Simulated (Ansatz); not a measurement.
# CH₇ClOSi₂: up Jacob's ladder to CCSD(T)

The task here is to estimate one member of a computed series from the others.

Program: Ansatz 0.2.0, Gaussian basis. Level of theory: functionals in def2-TZVPP, the program's frozen cores in correlated methods. These are calculated values, not measurements.

Plan: PBE-D4, r2SCAN-D4, PBE0-D4, B3LYP-D4, ωB97X-V, ωB97M-V, B2PLYP; CCSD(T)/def2-TZVPP; MP2/def2-QZVPP; extrapolation to the limit.

## The geometry

All runs share one geometry, relaxed beforehand with PBE0-D4 in a triple-zeta def2 set.

SMILES `O[SiH2]C([SiH3])Cl`, 12 atoms, charge 0, spin multiplicity 1.

Atoms are counted from 1 here; the program's logs count them from 0.

Bond lengths: O1–Si2 1.641 Å, O1–H6 0.960 Å, Si2–C3 1.881 Å, Si2–H7 1.486 Å, Si2–H8 1.482 Å, C3–Si4 1.883 Å, C3–Cl5 1.806 Å, C3–H9 1.094 Å, Si4–H10 1.484 Å, Si4–H11 1.488 Å, Si4–H12 1.483 Å. Angles: Si2–O1–H6 116.3°, O1–Si2–C3 111.1°, O1–Si2–H7 112.2°, O1–Si2–H8 106.3°, C3–Si2–H7 107.2°, C3–Si2–H8 109.3°, H7–Si2–H8 110.9°, Si2–C3–Si4 116.1°, Si2–C3–Cl5 106.3°, Si2–C3–H9 109.7°, Si4–C3–Cl5 108.2°, Si4–C3–H9 109.7°, Cl5–C3–H9 106.4°, C3–Si4–H10 109.8°, C3–Si4–H11 108.4°, C3–Si4–H12 109.3°, H10–Si4–H11 109.7°, H10–Si4–H12 109.9° and more.

As a file:

```mol
CH7ClOSi2
  3D, bonds by distance, orders not assigned

 12 11  0  0  0  0  0  0  0  0999 V2000
   -2.6536   -0.0163    0.5341 O   0  0
   -1.2690   -0.5696   -0.1521 Si  0  0
    0.2302    0.3536    0.5106 C   0  0
    1.8838   -0.0776   -0.2811 Si  0  0
   -0.0897    2.1090    0.2316 Cl  0  0
   -2.8161    0.9269    0.4634 H   0  0
   -1.2696   -0.4029   -1.6290 H   0  0
   -1.1651   -2.0012    0.2175 H   0  0
    0.2946    0.2208    1.5943 H   0  0
    2.9597    0.7502    0.3180 H   0  0
    2.1627   -1.5180   -0.0315 H   0  0
    1.8088    0.1699   -1.7415 H   0  0
  1  2  8  0
  2  3  8  0
  3  4  8  0
  3  5  8  0
  1  6  8  0
  2  7  8  0
  2  8  8  0
  3  9  8  0
  4 10  8  0
  4 11  8  0
  4 12  8  0
M  END
```

The first run:

in.yaml reads:

```yaml
crystal:
  periodic: [false, false, false]
  atoms:
    - {symbol: O, position_ang: [-2.653560, -0.016321, 0.534052]}
    - {symbol: Si, position_ang: [-1.269020, -0.569579, -0.152107]}
    - {symbol: C, position_ang: [0.230225, 0.353596, 0.510602]}
    - {symbol: Si, position_ang: [1.883816, -0.077620, -0.281088]}
    - {symbol: Cl, position_ang: [-0.089724, 2.109003, 0.231561]}
    - {symbol: H, position_ang: [-2.816103, 0.926896, 0.463430]}
    - {symbol: H, position_ang: [-1.269551, -0.402945, -1.629041]}
    - {symbol: H, position_ang: [-1.165119, -2.001185, 0.217506]}
    - {symbol: H, position_ang: [0.294632, 0.220773, 1.594280]}
    - {symbol: H, position_ang: [2.959701, 0.750188, 0.318045]}
    - {symbol: H, position_ang: [2.162656, -1.517955, -0.031504]}
    - {symbol: H, position_ang: [1.808846, 0.169850, -1.741537]}
basis:
  gaussian: {orbitals: def2-TZVPP}
hamiltonian: {xc: pbe, dispersion: d4}
output: {forces: true, orbitals: {seedname: orbitals}}
```

Launch:

```bash
ansatz run in.yaml --threads 4 --pin off --events-out ev --progress --plain --max-ram 10444MiB
```

Among the steps run: PBE-D4 (GGA); r2SCAN-D4 (meta-GGA); PBE0-D4 (hybrid); B3LYP-D4 (hybrid); ωB97X-V (range-separated); ωB97M-V (range-separated); B2PLYP (double hybrid); CCSD(T) in def2-TZVPP; MP2 in def2-QZVPP.

One table of the session follows, with a row left open; its other results are not shown here.

```
            method  atomisation energy (kJ/mol)
            PBE-D4                       3998.6
         r2SCAN-D4                       3991.9
           PBE0-D4                       3956.8
          B3LYP-D4                       3973.2
           ωB97X-V                       4012.8
           ωB97M-V                       4004.2
            B2PLYP                       3929.0
     HF/def2-TZVPP                       2942.9
    MP2/def2-TZVPP                            ?
   CCSD/def2-TZVPP                       3837.9
CCSD(T)/def2-TZVPP                       3890.3
           MP2/CBS                       4046.7
       CCSD(T)/CBS                       4004.1
```

**Question.** Estimate the row for MP2/def2-TZVPP.

**Answer.** atomisation energy (kJ/mol): 3933.0. In the column «atomisation energy (kJ/mol)» it lies between B2PLYP (3929.0) and PBE0-D4 (3956.8).
